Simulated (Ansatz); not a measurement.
# Cl3F3Mo: the cost of one run

All numbers below are computed with Ansatz 0.2.0 (RKS PBE-D4/def2-SVP).

### Step 1. Starting point

Bond lengths: Mo1–F2 1.770 Å, Mo1–Cl3 2.310 Å, Mo1–F4 1.770 Å, Mo1–F5 1.770 Å, Mo1–Cl6 2.310 Å, Mo1–Cl7 2.310 Å. Angles (14 of 15 angles, heavy atoms first): F2–Mo1–Cl3 90.0°, F2–Mo1–F4 90.0°, F2–Mo1–F5 90.0°, F2–Mo1–Cl6 90.0°, F2–Mo1–Cl7 180.0°, Cl3–Mo1–F4 90.0°, Cl3–Mo1–F5 180.0°, Cl3–Mo1–Cl6 90.0°, Cl3–Mo1–Cl7 90.0°, F4–Mo1–F5 90.0°, F4–Mo1–Cl6 180.0°, F4–Mo1–Cl7 90.0°, F5–Mo1–Cl6 90.0°, F5–Mo1–Cl7 90.0°.

Coordinates:

```xyz
7

Mo    0.0000    0.0000    0.0000
F     0.0000    0.0000    1.7700
Cl    2.3100    0.0000    0.0000
F     0.0000    1.7700    0.0000
F    -1.7700    0.0000    0.0000
Cl    0.0000   -2.3100    0.0000
Cl    0.0000    0.0000   -2.3100
```

### Step 2. Preparing the start

Contents of input.yaml:

```yaml
crystal:
  periodic: [false, false, false]
  atoms:
    - { symbol: Mo, position_ang: [0.0, 0.0, 0.0] }
    - { symbol: F, position_ang: [0.0, 0.0, 1.77] }
    - { symbol: Cl, position_ang: [2.31, 0.0, 0.0] }
    - { symbol: F, position_ang: [0.0, 1.77, 0.0] }
    - { symbol: F, position_ang: [-1.77, 0.0, 0.0] }
    - { symbol: Cl, position_ang: [0.0, -2.31, 0.0] }
    - { symbol: Cl, position_ang: [0.0, 0.0, -2.31] }
basis:
  gaussian: { orbitals: def2-SVP }
hamiltonian:
  xc: pbe
  dispersion: d4
relax:
  f_tol: 0.02
  max_steps: 40
```

Run with:

```sh
$ ansatz run input.yaml --threads 2 --pin off --max-ram 3072MiB --backend cpu --events-out ev --progress --plain --runs-dir out
```

**Question.** How long does this run take on 2 threads of Intel Xeon 6975P-C (Granite Rapids), shared host, and how much memory does it need?

About 8.9 s, with a peak of 0.21 GiB.
